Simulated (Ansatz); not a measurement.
A run of Ansatz 0.2.0 is set up as follows.

input.yaml

```yaml
crystal:
  lattice:
    - [4.2940644248, 0.0, 0.0]
    - [-2.1470322124, 3.7187688774, 0.0]
    - [0.0, 0.0, 17.101346]
  atoms:
    - { symbol: Te, position: [0.6666666667, 0.3333333333, 0.419892] }
    - { symbol: Te, position: [0.3333333333, 0.6666666667, 0.580108] }
    - { symbol: Te, position: [0.3333333333, 0.6666666667, 0.201542] }
    - { symbol: Te, position: [0.6666666667, 0.3333333333, 0.798458] }
    - { symbol: Te, position: [0.0, 0.0, 0.0] }
    - { symbol: Sb, position: [0.0, 0.0, 0.320068] }
    - { symbol: Sb, position: [0.0, 0.0, 0.679932] }
    - { symbol: Ge, position: [0.6666666667, 0.3333333333, 0.102895] }
    - { symbol: Ge, position: [0.3333333333, 0.6666666667, 0.897105] }
hamiltonian:
  xc: revpbe
  pseudopotentials: { kind: paw }
  dispersion: d4
kpoints:
  mp_grid: { grid: [7, 7, 2] }
scf:
  occupations: { method: fermi_dirac, width: 0.05 }
output:
  forces: true
  stress: true
  eigenvalues: true
relax:
  f_tol: 0.01
  max_steps: 40
  cell: { stress_tol: 0.05 }
```

Potentials or basis: Ansatz PAW.

The run is started by

```sh
$ ansatz run input.yaml --threads 4 --pin off --max-ram 11264MiB --backend cpu --events-out ev --progress --plain --runs-dir out
```

(1) Predict the space group after relaxing (to 0.05 Å).

(2) Predict the band gap on the k mesh.

(3) Estimate the relaxed cell.

(4) What does it give for the relaxed volume?

## Answers

(1) P-3m1 (No. 164).

(2) none (metal or under the smearing width).

(3) a = 4.210 Å, b = 4.210 Å, c = 16.784 Å, α = 90.00°, β = 90.00°, γ = 120.00°.

(4) 28.63 Å³/atom.

Caveat: pairwise dispersion overbinds metals, which lowers pressure and volume; the PAW data sets come from PBE, with cores solved anew for the run's functional, which leaves a small shift of forces and pressure.
